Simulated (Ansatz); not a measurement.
# CH₃BFN: up Jacob's ladder to CCSD(T)

An exercise on one series of results from a longer session: the logs are not shown, and one member is left open.

Method: functionals in def2-TZVPP, the program's frozen cores in correlated methods; program: Ansatz 0.2.0, Gaussian basis.

The runs, in order: LDA (SPW92), PBE-D4, revPBE-D4, BLYP-D4, r2SCAN-D4, B97M-V, PBE0-D4, B3LYP-D4, r2SCANh-D4, r2SCAN0-D4, HSE06-D4, BHLYP-D4, CAM-B3LYP-D4, LC-ωPBE, ωB97X-V, ωB97M-V, B2PLYP, PBE-QIDH; CCSD(T)/def2-SVP; CCSD(T)/def2-TZVPP; MP2/def2-QZVPP; extrapolation to the limit; RPA on PBE.

## The geometry

An earlier PBE0-D4 in a triple-zeta def2 set relaxation fixed the geometry.

SMILES `C=NBF`, 7 atoms, charge 0, spin multiplicity 1.

Atoms are counted from 1 here; the program's logs count them from 0.

Bond lengths: C1–N2 1.238 Å, C1–H5 1.096 Å, C1–H6 1.096 Å, N2–B3 1.369 Å, B3–F4 1.338 Å, B3–H7 1.196 Å. Angles: N2–C1–H5 121.8°, N2–C1–H6 121.8°, H5–C1–H6 116.5°, C1–N2–B3 177.6°, N2–B3–F4 120.3°, N2–B3–H7 119.9°, F4–B3–H7 119.9°.

Set-up of the first run:

in.yaml

```yaml
crystal:
  periodic: [false, false, false]
  atoms:
    - {symbol: C, position_ang: [-0.648318, 1.121805, -0.085640]}
    - {symbol: N, position_ang: [-0.040515, 0.046053, -0.011441]}
    - {symbol: B, position_ang: [0.680735, -1.114428, 0.080826]}
    - {symbol: F, position_ang: [0.116167, -2.286420, -0.232296]}
    - {symbol: H, position_ang: [-0.651911, 1.720763, -1.003911]}
    - {symbol: H, position_ang: [-1.214213, 1.524552, 0.762586]}
    - {symbol: H, position_ang: [1.819255, -1.080424, 0.444075]}
basis:
  gaussian: {orbitals: def2-TZVPP}
hamiltonian: {xc: lda}
output: {orbitals: {seedname: orbitals}}
```

Command:

```
> ansatz run in.yaml --threads 2 --pin off --events-out ev --progress --plain --max-ram 4352MiB
```

Steps of the session up to this table: LDA; PBE-D4 (GGA); revPBE-D4 (GGA); BLYP-D4 (GGA); r2SCAN-D4 (meta-GGA); B97M-V (meta-GGA); PBE0-D4 (hybrid); B3LYP-D4 (hybrid); r2SCANh-D4 (hybrid); r2SCAN0-D4 (hybrid); HSE06-D4 (hybrid); BHLYP-D4 (hybrid); CAM-B3LYP-D4 (range-separated); LC-ωPBE (range-separated); ωB97X-V (range-separated); ωB97M-V (range-separated); B2PLYP (double hybrid); PBE-QIDH (double hybrid).

One table of the session follows, with a row left open; its other results are not shown here.

It belongs to the step «Orbital energies across the functionals». 

| functional | HOMO (eV) | gap (eV) |
| --- | --- | --- |
| LDA (SPW92) | -6.58 | 3.85 |
| PBE-D4 | -6.43 | 3.97 |
| revPBE-D4 | -6.37 | 4.01 |
| BLYP-D4 | -6.33 | 4.00 |
| r2SCAN-D4 | -6.66 | 4.46 |
| B97M-V | -6.77 | 4.66 |
| PBE0-D4 | -7.78 | 6.46 |
| B3LYP-D4 | -7.57 | 5.98 |
| r2SCANh-D4 | -7.17 | 5.38 |
| r2SCAN0-D4 | -7.94 | 6.77 |
| HSE06-D4 | -7.37 | 5.66 |
| BHLYP-D4 | -9.06 | 8.96 |
| CAM-B3LYP-D4 | -9.18 | 9.06 |
| LC-ωPBE | -10.52 | 11.65 |
| ωB97X-V | -10.16 | 11.21 |
| ωB97M-V | ? | ? |

Estimate the missing values for ωB97M-V.

The run gave: HOMO (eV): -10.08; gap (eV): 11.00. In the column «HOMO (eV)» it lies between ωB97X-V (-10.16) and CAM-B3LYP-D4 (-9.18).
